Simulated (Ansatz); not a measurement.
# C₂H₇BF₃N: one species, many methods

The task here is to estimate one member of a computed series from the others.

Program: Ansatz 0.2.0, Gaussian basis. Level of theory: functionals in def2-TZVPP, the program's frozen cores in correlated methods. These are calculated values, not measurements.

The runs, in order: LDA (SPW92), PBE-D4, revPBE-D4, BLYP-D4, r2SCAN-D4, B97M-V, PBE0-D4, B3LYP-D4, r2SCANh-D4, r2SCAN0-D4, HSE06-D4, BHLYP-D4, CAM-B3LYP-D4, LC-ωPBE, ωB97X-V, ωB97M-V, B2PLYP, PBE-QIDH; CCSD(T)/def2-SVP; MP2/def2-TZVPP; MP2/def2-QZVPP; RPA on PBE.

**The geometry**

An earlier PBE0-D4 in a triple-zeta def2 set relaxation fixed the geometry.

SMILES `C[NH+](C)[B-](F)(F)F`, 14 atoms, charge 0, spin multiplicity 1.

Atoms are counted from 1 here; the program's logs count them from 0.

Bond lengths: C1–N2 1.471 Å, C1–H8 1.088 Å, C1–H9 1.092 Å, C1–H10 1.089 Å, N2–C3 1.471 Å, N2–B4 1.659 Å, N2–H11 1.018 Å, C3–H12 1.092 Å, C3–H13 1.089 Å, C3–H14 1.088 Å, B4–F5 1.373 Å, B4–F6 1.373 Å, B4–F7 1.372 Å. Angles: N2–C1–H8 108.9°, N2–C1–H9 110.6°, N2–C1–H10 108.2°, H8–C1–H9 110.3°, H8–C1–H10 109.0°, H9–C1–H10 109.7°, C1–N2–C3 112.0°, C1–N2–B4 111.6°, C1–N2–H11 108.5°, C3–N2–B4 111.6°, C3–N2–H11 108.5°, B4–N2–H11 104.2°, N2–C3–H12 110.6°, N2–C3–H13 108.2°, N2–C3–H14 108.9°, H12–C3–H13 109.7°, H12–C3–H14 110.3°, H13–C3–H14 109.0° and more.

The first run:

The input, in.yaml:

```yaml
crystal:
  periodic: [false, false, false]
  atoms:
    - {symbol: C, position_ang: [-0.271440, 0.382675, 1.360977]}
    - {symbol: N, position_ang: [-0.271689, -0.278087, 0.046497]}
    - {symbol: C, position_ang: [0.951242, -1.065104, -0.175954]}
    - {symbol: B, position_ang: [-0.531690, 0.806550, -1.181695]}
    - {symbol: F, position_ang: [-0.580520, 0.040301, -2.320431]}
    - {symbol: F, position_ang: [-1.732723, 1.398718, -0.876462]}
    - {symbol: F, position_ang: [0.534661, 1.668904, -1.142126]}
    - {symbol: H, position_ang: [-1.209092, 0.919578, 1.486594]}
    - {symbol: H, position_ang: [-0.144859, -0.350922, 2.159282]}
    - {symbol: H, position_ang: [0.550995, 1.096037, 1.383427]}
    - {symbol: H, position_ang: [-1.072016, -0.904751, 0.000155]}
    - {symbol: H, position_ang: [1.082454, -1.802979, 0.617651]}
    - {symbol: H, position_ang: [1.798941, -0.381655, -0.186295]}
    - {symbol: H, position_ang: [0.882736, -1.558567, -1.142918]}
basis:
  gaussian: {orbitals: def2-TZVPP}
hamiltonian: {xc: lda}
output: {orbitals: {seedname: orbitals}}
```

Started as:

```sh
> ansatz run in.yaml --threads 4 --pin off --events-out ev --progress --plain --max-ram 11315MiB
```

Among the steps run: LDA; PBE-D4 (GGA); revPBE-D4 (GGA); BLYP-D4 (GGA); r2SCAN-D4 (meta-GGA); B97M-V (meta-GGA); PBE0-D4 (hybrid); B3LYP-D4 (hybrid); r2SCANh-D4 (hybrid); r2SCAN0-D4 (hybrid); HSE06-D4 (hybrid); BHLYP-D4 (hybrid); CAM-B3LYP-D4 (range-separated); LC-ωPBE (range-separated); ωB97X-V (range-separated); ωB97M-V (range-separated); B2PLYP (double hybrid); PBE-QIDH (double hybrid).

One table of the session follows, with a row left open; its other results are not shown here.

It belongs to the step «Frontier levels by functional». 

```
  functional  HOMO (eV)  LUMO (eV)  gap (eV)
 LDA (SPW92)      -8.18      -0.68      7.51
      PBE-D4      -7.95      -0.50      7.46
   revPBE-D4      -7.86      -0.41      7.45
     BLYP-D4      -7.90      -0.51      7.39
   r2SCAN-D4      -8.39       0.20      8.59
      B97M-V          ?          ?         ?
     PBE0-D4      -9.69       0.35     10.04
    B3LYP-D4      -9.47      -0.01      9.46
  r2SCANh-D4      -9.01       0.46      9.47
  r2SCAN0-D4      -9.95       0.82     10.77
    HSE06-D4      -9.28      -0.02      9.26
    BHLYP-D4     -11.32       0.96     12.28
CAM-B3LYP-D4     -11.19       1.11     12.29
     LC-ωPBE     -12.46       2.45     14.91
     ωB97X-V     -12.15       2.24     14.39
     ωB97M-V     -12.07       1.77     13.84
```

Estimate the missing values for B97M-V.

**Answer.** HOMO (eV): -8.57; LUMO (eV): -0.30; gap (eV): 8.27. In the column «HOMO (eV)» it lies between r2SCANh-D4 (-9.01) and r2SCAN-D4 (-8.39).
